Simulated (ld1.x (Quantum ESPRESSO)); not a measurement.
# Si, TM: a sweep of the radius of the local potential

Aim: generate and test one potential in full, then change the radius of the local potential and see what happens to hardness, ghosts and transferability.

The numbers are computed with ld1.x (Quantum ESPRESSO) 7.5 (BLYP, scalar-relativistic, spin-unpolarised reference atom).

1 further run of the same task is left out (set aside as unsound or not needed).

### Step 1. Settings

The settings as typed:

```
element                 : silicon (Si, Z = 14)
type                    : norm-conserving Troullier–Martins (Kleinman–Bylander form)
frozen core             : [Ne]
valence charge          : 4
reference configuration : 3s2 3p2
partial waves           : 3s (bound): rc 1.65 bohr; 3p (bound): rc 1.90 bohr
local potential         : all-electron potential smoothed inside 0.96 bohr (lloc = -1)
core correction         : Bessel-smoothed model core inside 1.25 bohr
```

The outer shells as boxes (Hund's rule for the drawing; the calculation is spin-unpolarised):

```
[Ne] core
3s [↑↓]
3p [↑ ][↑ ][  ]
```

The nodes and maxima of the atom's own shells, from an earlier all-electron run, set the scale for the radii.

All-electron outer shells of the reference configuration (BLYP, scalar-relativistic, ld1.x):

```tsv
shell	level (eV)	outermost node (bohr)	outermost maximum (bohr)
2s	-139.30	0.15	0.45
2p	-95.56	–	0.39
3s	-10.68	0.72	1.77
3p	-3.93	0.72	2.14
```

### Step 2. Generation of the first potential

Si.in

```
 &input
   title='Si', zed=14., rel=1, dft='BLYP', iswitch=3,
   config='[Ne] 3s2 3p2',
   nld=2, rlderiv=2.05, eminld=-3.0, emaxld=5.0, deld=0.02
 /
 &inputp
   pseudotype=2, tm=.true., lloc=-1, rcloc=0.96,
   nlcc=.true., new_core_ps=.true., rcore=1.25,
   file_pseudopw='Si.UPF', file_wfcaegen='ae.wfc', file_wfcncgen='nc.wfc', file_beta='beta', file_chi='chi'
 /
2
3S  1  0   2.00   0.00  1.65  1.65  0.0
3P  2  1   2.00   0.00  1.90  1.90  0.0
 &test
   configts(1)='3s2 3p2'
 /
```

Run with:

```sh
$ ld1.x < Si.in > Si.out
```

Output in Si.out (without the banner and most projector matrices):

```text
     Program LD1 v.7.5
     --------------------------- All-electron run ----------------------------

     Si
     scalar relativistic calculation

     atomic number is 14.00
     dft =BLYP   lsd =0 sic =0 latt =0  beta=0.20 tr2=1.0E-14
     Exchange-correlation= BLYP
                           (   1   3   1   3   0   0   0)
     mesh =1141 r(mesh) = 100.57892 a.u. xmin = -7.00 dx = 0.01250
     1 Ry =  13.60569312 eV, c = 137.03599908

     n l     nl                  e(Ry)          e(Ha)          e(eV)
     1 0     1S 1( 2.00)      -131.3568       -65.6784     -1787.2008
     2 0     2S 1( 2.00)       -10.2382        -5.1191      -139.2978
     2 1     2P 1( 6.00)        -7.0236        -3.5118       -95.5606
     3 0     3S 1( 2.00)        -0.7853        -0.3926       -10.6841
     3 1     3P 1( 2.00)        -0.2887        -0.1443        -3.9279

     final scf error:  3.7E-15 reached in  27 iterations

     Etot =    -580.000510 Ry,    -290.000255 Ha,   -7891.308947 eV

     Ekin =     581.484101 Ry,     290.742051 Ha,    7911.494241 eV
     Encl =   -1384.279069 Ry,    -692.139534 Ha,  -18834.076209 eV
     Eh   =     264.424599 Ry,     132.212299 Ha,    3597.679946 eV
     Exc  =     -41.630141 Ry,     -20.815071 Ha,    -566.406925 eV

     normalization and overlap integrals

     s(1S/1S) =  1.000000  <r> =   0.1113  <r2> =    0.0167  r(max) =   0.0723
     s(2S/2S) =  1.000000  <r> =   0.5686  <r2> =    0.3867  r(max) =   0.4543
     s(2P/2P) =  1.000000  <r> =   0.5379  <r2> =    0.3656  r(max) =   0.3861
     s(3S/3S) =  1.000000  <r> =   2.1535  <r2> =    5.4196  r(max) =   1.7744
     s(3P/3P) =  1.000000  <r> =   2.8154  <r2> =    9.6010  r(max) =   2.1403

     ------------------------ End of All-electron run ------------------------

     --------------------- Generating NC pseudopotential ---------------------

      Generating local potential from pseudized AE potential:
      Matching radius rcloc =   0.9600

      Local pseudo, rcloc= 0.962 Estimated cut-off energy=    25.83 Ry

      Computing core charge for nlcc:

       r > 1.25 : true rho core
      Core charge pseudized with two Bessel functions
      Integrated core pseudo-charge :   3.10

      Wfc   3S  rcut= 1.667  Using Troullier-Martins method

      Wfc   3P  rcut= 1.889  Using Troullier-Martins method

     ------------------- End of pseudopotential generation -------------------

     [... the all-electron block is printed once more ...]


     Computing logarithmic derivative in   2.04871
     Computing logarithmic derivative in   2.04871
     Computing the partial wave expansion
     R is outside the sphere for l=    0 j= 0.00
     R is outside the sphere for l=    1 j= 0.00

     ---------------------- Testing the pseudopotential ----------------------

     Si
     scalar relativistic calculation

     atomic number is 14.00   valence charge is  4.00
     dft =BLYP   lsd =0 sic =0 latt =0  beta=0.20 tr2=1.0E-14
     mesh =1141 r(mesh) = 100.57892 xmin = -7.00 dx = 0.01250

     n l     nl             e AE (Ry)        e PS (Ry)    De AE-PS (Ry)
     1 0     3S   1( 2.00)       -0.78527       -0.78527        0.00000
     2 1     3P   1( 2.00)       -0.28870       -0.28870       -0.00000

     eps = 4.4E-15  iter =  4

     Etot =    -580.000510 Ry,    -290.000255 Ha,   -7891.308947 eV
     Etotps =   -12.026331 Ry,      -6.013166 Ha,    -163.626571 eV

     Ekin =       2.563770 Ry,       1.281885 Ha,      34.881874 eV
     Encl =     -15.656773 Ry,      -7.828387 Ha,    -213.021255 eV
     Ehrt =       5.861239 Ry,       2.930619 Ha,      79.746217 eV
     Ecxc =      -6.663684 Ry,      -3.331842 Ha,     -90.664042 eV
     (Ecc =      -4.467552 Ry,      -2.233776 Ha,     -60.784135 eV)
     Epseu=       1.869117 Ry,       0.934559 Ha,      25.430634 eV

     ---------------------- End of pseudopotential test ----------------------
```

Wall time 0.85 s (1 thread, shared host). This counts the later configuration tests of the new file too.

All-electron and pseudo partial waves u(r) = r·R(r), from the program's wave files:

```tsv
r (bohr)	3s AE	3s PS
0.095	0.1353	0.0231
0.190	-0.1088	0.0472
0.285	-0.2884	0.0733
0.380	-0.3443	0.1025
0.475	-0.3039	0.1359
0.570	-0.2052	0.1745
0.665	-0.0778	0.2194
0.760	0.0580	0.2709
0.855	0.1898	0.3289
0.950	0.3103	0.3921
1.045	0.4158	0.4580
1.140	0.5048	0.5232
1.235	0.5776	0.5839
1.330	0.6349	0.6364
1.425	0.6780	0.6782
1.520	0.7086	0.7087
1.615	0.7280	0.7280
1.710	0.7377	0.7377
1.805	0.7388	0.7388
1.900	0.7329	0.7329
1.995	0.7213	0.7213
2.090	0.7049	0.7049
2.185	0.6849	0.6849
2.280	0.6621	0.6621
2.375	0.6372	0.6372
2.470	0.6108	0.6108
```

### Step 3. Configuration tests

Si.test.in

```
 &input
   title='Si', zed=14., rel=1, dft='BLYP', iswitch=2,
   config='[Ne] 3s2 3p2'
 /
 &test
   file_pseudo='Si.UPF', nconf=8,
   configts(1)='3s2 3p2',
   configts(2)='3s2 3p1',
   configts(3)='3s2 3p0',
   configts(4)='3s1 3p0',
   configts(5)='3s1 3p3',
   configts(6)='3s2 3p1.5',
   configts(7)='3s1 3p2',
   configts(8)='3s0 3p4'
 /
```

Run with:

```sh
$ ld1.x < Si.test.in > Si.test.out
```

Si.test.out, the pseudopotential blocks, each with the warnings that came before it:

```text
     ---------------------- Testing the pseudopotential ----------------------

     Si
     scalar relativistic calculation

     atomic number is 14.00   valence charge is  4.00
     dft =BLYP   lsd =0 sic =0 latt =0  beta=0.20 tr2=1.0E-14
     mesh =1141 r(mesh) = 100.57892 xmin = -7.00 dx = 0.01250

     n l     nl             e AE (Ry)        e PS (Ry)    De AE-PS (Ry)
     1 0     3S   1( 2.00)       -0.78527       -0.78527        0.00000
     2 1     3P   1( 2.00)       -0.28870       -0.28870       -0.00000

     eps = 6.0E-15  iter =  6

     Etot =    -580.000510 Ry,    -290.000255 Ha,   -7891.308947 eV
     Etotps =   -12.026331 Ry,      -6.013166 Ha,    -163.626570 eV

     Ekin =       2.563771 Ry,       1.281885 Ha,      34.881881 eV
     Encl =     -15.656774 Ry,      -7.828387 Ha,    -213.021260 eV
     Ehrt =       5.861239 Ry,       2.930620 Ha,      79.746221 eV
     Ecxc =      -6.663684 Ry,      -3.331842 Ha,     -90.664043 eV
     (Ecc =      -4.467552 Ry,      -2.233776 Ha,     -60.784135 eV)
     Epseu=       1.869117 Ry,       0.934558 Ha,      25.430631 eV

     ---------------------- End of pseudopotential test ----------------------

     ---------------------- Testing the pseudopotential ----------------------

     Si
     [...]
     n l     nl             e AE (Ry)        e PS (Ry)    De AE-PS (Ry)
     1 0     3S   1( 2.00)       -1.38964       -1.38279       -0.00685  !
     2 1     3P   1( 1.00)       -0.84651       -0.84188       -0.00463

     eps = 2.5E-15  iter = 12

     Etot =    -579.442707 Ry,    -289.721353 Ha,   -7883.719654 eV
     Etotps =   -11.470098 Ry,      -5.735049 Ha,    -156.058639 eV
     dEtot_ae =       0.557803 Ry
     dEtot_ps =       0.556233 Ry,   Delta E=       0.001570 Ry

     [...]
     ---------------------- End of pseudopotential test ----------------------

     BEWARE! Errors in PS-KS equations
     Warning: n=1, l=0 expected 0 nodes, found 1
     Warning: n=2, l=1 expected 0 nodes, found 1
     ---------------------- Testing the pseudopotential ----------------------

     Si
     [...]
     n l     nl             e AE (Ry)        e PS (Ry)    De AE-PS (Ry)
     1 0     3S   1( 2.00)       -2.09326       -2.71700        0.62375  !
     2 1     3P   1( 0.00)       -1.50316       -1.50316        0.00000

     eps = 4.5E-15  iter = 18

     Etot =    -578.274858 Ry,    -289.137429 Ha,   -7867.830258 eV
     Etotps =    -9.901560 Ry,      -4.950780 Ha,    -134.717582 eV
     dEtot_ae =       1.725652 Ry
     dEtot_ps =       2.124771 Ry,   Delta E=      -0.399120 Ry

     [...]
     ---------------------- End of pseudopotential test ----------------------

     BEWARE! Errors in PS-KS equations
     ---------------------- Testing the pseudopotential ----------------------

     Si
     [...]
     n l     nl             e AE (Ry)        e PS (Ry)    De AE-PS (Ry)
     1 0     3S   1( 1.00)       -2.91282       -3.24087        0.32805  !
     2 1     3P   1( 0.00)       -2.27323       -2.95520        0.68197  !

     eps = 2.8E-15  iter = 26

     Etot =    -575.775618 Ry,    -287.887809 Ha,   -7833.826361 eV
     Etotps =    -7.708417 Ry,      -3.854208 Ha,    -104.878356 eV
     dEtot_ae =       4.224892 Ry
     dEtot_ps =       4.317914 Ry,   Delta E=      -0.093022 Ry

     [...]
     ---------------------- End of pseudopotential test ----------------------

     ---------------------- Testing the pseudopotential ----------------------

     Si
     [...]
     n l     nl             e AE (Ry)        e PS (Ry)    De AE-PS (Ry)
     1 0     3S   1( 1.00)       -0.84097       -0.83899       -0.00198
     2 1     3P   1( 3.00)       -0.33073       -0.32954       -0.00119

     eps = 2.0E-15  iter = 12

     Etot =    -579.496920 Ry,    -289.748460 Ha,   -7884.457255 eV
     Etotps =   -11.523242 Ry,      -5.761621 Ha,    -156.781701 eV
     dEtot_ae =       0.503590 Ry
     dEtot_ps =       0.503089 Ry,   Delta E=       0.000501 Ry

     [...]
     ---------------------- End of pseudopotential test ----------------------

     ---------------------- Testing the pseudopotential ----------------------

     Si
     [...]
     n l     nl             e AE (Ry)        e PS (Ry)    De AE-PS (Ry)
     1 0     3S   1( 2.00)       -1.07248       -1.07036       -0.00212
     2 1     3P   1( 1.50)       -0.55296       -0.55172       -0.00124

     eps = 4.2E-15  iter = 12

     Etot =    -579.791461 Ry,    -289.895730 Ha,   -7888.464692 eV
     Etotps =   -11.817517 Ry,      -5.908758 Ha,    -160.785504 eV
     dEtot_ae =       0.209049 Ry
     dEtot_ps =       0.208814 Ry,   Delta E=       0.000234 Ry

     [...]
     ---------------------- End of pseudopotential test ----------------------

     ---------------------- Testing the pseudopotential ----------------------

     Si
     [...]
     n l     nl             e AE (Ry)        e PS (Ry)    De AE-PS (Ry)
     1 0     3S   1( 1.00)       -1.44461       -1.43535       -0.00925  !
     2 1     3P   1( 2.00)       -0.89201       -0.88490       -0.00712  !

     eps = 8.4E-15  iter = 30

     Etot =    -578.894762 Ry,    -289.447381 Ha,   -7876.264480 eV
     Etotps =   -10.924528 Ry,      -5.462264 Ha,    -148.635771 eV
     dEtot_ae =       1.105748 Ry
     dEtot_ps =       1.101803 Ry,   Delta E=       0.003945 Ry

     [...]
     ---------------------- End of pseudopotential test ----------------------

     ---------------------- Testing the pseudopotential ----------------------

     Si
     [...]
     n l     nl             e AE (Ry)        e PS (Ry)    De AE-PS (Ry)
     1 0     3S   1( 0.00)       -0.89070       -0.90019        0.00949  !
     2 1     3P   1( 4.00)       -0.36881       -0.36831       -0.00051

     eps = 4.0E-15  iter = 11

     Etot =    -578.980716 Ry,    -289.490358 Ha,   -7877.433941 eV
     Etotps =   -11.006424 Ry,      -5.503212 Ha,    -149.750031 eV
     dEtot_ae =       1.019794 Ry
     dEtot_ps =       1.019907 Ry,   Delta E=      -0.000113 Ry

     [...]
     ---------------------- End of pseudopotential test ----------------------
```

2 tests gave no usable energy difference (3s2 3p0; 3s1 3p0).

The tests as a table, with energies relative to 3s2 3p2.

| valence configuration | charge | ΔE all-electron (eV) | error AE − PS (meV) |
| --- | --- | --- | --- |
| 3s2 3p1 | +1 | 7.589 | +21 |
| 3s1 3p3 | 0 | 6.852 | +6.8 |
| 3s2 3p1.5 | +0.5 | 2.844 | +3.2 |
| 3s1 3p2 | +1 | 15.044 | +54 |
| 3s0 3p4 | 0 | 13.875 | -1.5 |

[end of part 1 of 2]
